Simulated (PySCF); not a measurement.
# C6H12Ge (Ge(vinyl)2Me2): the cost of one run

Programs: PySCF 2.14.0, with routines of our own; each step states its level. All values are computed. Atoms count from 0.

## 1. The system as given

19 atoms, charge 0, multiplicity 1; geometry from: GFN2-xTB.

## 2. Magnetic properties: GIAO PBE/def2-SVP

Job settings and geometry (Å):

```
{"job": {"kind": "mag", "xc": "PBE", "basis": "def2-SVP"}, "charge": 0, "multiplicity": 1}
Ge    -0.390390    -0.021640    -0.265440
C     -0.405880    -0.075090     1.704500
C      0.563470    -0.577290     2.449850
H     -1.288080     0.323060     2.190850
H      1.457970    -0.984710     2.005460
H      0.515270    -0.607000     3.529050
C      1.459330    -0.006100    -0.946100
C      2.457350     0.646080    -0.375130
H      1.649440    -0.560190    -1.857250
H      2.311080     1.212360     0.531650
H      3.459850     0.650340    -0.778900
C     -1.354580     1.614940    -0.855730
H     -1.440910     1.638940    -1.938740
H     -0.825370     2.508790    -0.537900
H     -2.355770     1.641590    -0.433870
C     -1.318550    -1.620290    -0.998940
H     -2.361690    -1.631910    -0.695590
H     -0.851660    -2.533930    -0.642570
H     -1.280850    -1.617960    -2.085210
```

With the program's defaults for keys left out, this is: GIAO PBE/def2-SVP magnetisability, rotational g tensor and spin-rotation constants, non-relativistic, gas phase.

Started as:

```sh
OMP_NUM_THREADS=1 python excited_run.py task.json out
```

The driver reads the jobs from task.json and runs them one after another.

**Question.** How long does this first job take on 1 thread of Arm Neoverse V2, shared host, and how much memory does it need?

About 39 s, with a peak of 0.69 GiB.
